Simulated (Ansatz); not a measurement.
# CH₅FO₂Si₂: small, medium and large basis sets

Aim: see how fast density functionals converge with the basis set for CH₅FO₂Si₂.

Method: one geometry, several basis sets; program: Ansatz 0.2.0, Gaussian basis.

The runs, in order: PBE0-D4/def2-SVP; ωB97M-V/def2-SVP; PBE0-D4/def2-QZVPP; ωB97M-V/def2-QZVPP; the functionals' def2-TZVPP values are taken from earlier runs.

**1. The geometry**

All runs share one geometry, relaxed beforehand with PBE0-D4 in a triple-zeta def2 set.

11 atoms, charge 0, spin multiplicity 1.

Atoms are counted from 1 here; the program's logs count them from 0.

Bond lengths: C1–Si2 1.853 Å, C1–H7 1.094 Å, C1–H8 1.093 Å, C1–H9 1.093 Å, Si2–O3 1.665 Å, Si2–O5 1.637 Å, Si2–H10 1.478 Å, O3–Si4 1.625 Å, Si4–F6 1.631 Å, O5–H11 0.960 Å. Angles: Si2–C1–H7 111.0°, Si2–C1–H8 110.6°, Si2–C1–H9 110.8°, H7–C1–H8 108.1°, H7–C1–H9 108.1°, H8–C1–H9 108.2°, C1–Si2–O3 107.6°, C1–Si2–O5 113.2°, C1–Si2–H10 112.6°, O3–Si2–O5 110.1°, O3–Si2–H10 107.6°, O5–Si2–H10 105.6°, Si2–O3–Si4 141.2°, O3–Si4–F6 101.2°, Si2–O5–H11 117.3°.

**2. PBE0-D4 in def2-SVP**

in.yaml

```yaml
crystal:
  periodic: [false, false, false]
  atoms:
    - {symbol: C, position_ang: [-0.672584, 0.826226, -1.149709]}
    - {symbol: Si, position_ang: [0.664961, 0.425796, 0.067992]}
    - {symbol: O, position_ang: [-0.050001, 0.250223, 1.560983]}
    - {symbol: Si, position_ang: [-0.669769, -0.887023, 2.542698]}
    - {symbol: O, position_ang: [1.503494, -0.927134, -0.315797]}
    - {symbol: F, position_ang: [-0.567975, -2.211888, 1.597568]}
    - {symbol: H, position_ang: [-1.399435, 0.011822, -1.215458]}
    - {symbol: H, position_ang: [-0.250984, 0.985767, -2.145052]}
    - {symbol: H, position_ang: [-1.206065, 1.733374, -0.854927]}
    - {symbol: H, position_ang: [1.672432, 1.501295, 0.177532]}
    - {symbol: H, position_ang: [1.041427, -1.765461, -0.245229]}
basis:
  gaussian: {orbitals: def2-SVP}
hamiltonian: {xc: pbe0, dispersion: d4}
output: {orbitals: {seedname: orbitals}}
```

The runs that follow: ωB97M-V in def2-SVP; PBE0-D4 in def2-QZVPP; ωB97M-V in def2-QZVPP.

**Question.** What will the summary of the whole plan be? Wanted: PBE0-D4: double and triple zeta above quadruple; ωB97M-V: double and triple zeta above quadruple.

As calculated:

```
                                       quantity           value
PBE0-D4: double and triple zeta above quadruple  16.81, 1.02 eV
ωB97M-V: double and triple zeta above quadruple  16.99, 0.95 eV
```

What this shows: For PBE0-D4 the step from double to triple zeta gains 15.79 eV and the next only 1.02 eV. Total energies overstate the basis error of differences, where much of it tends to cancel.
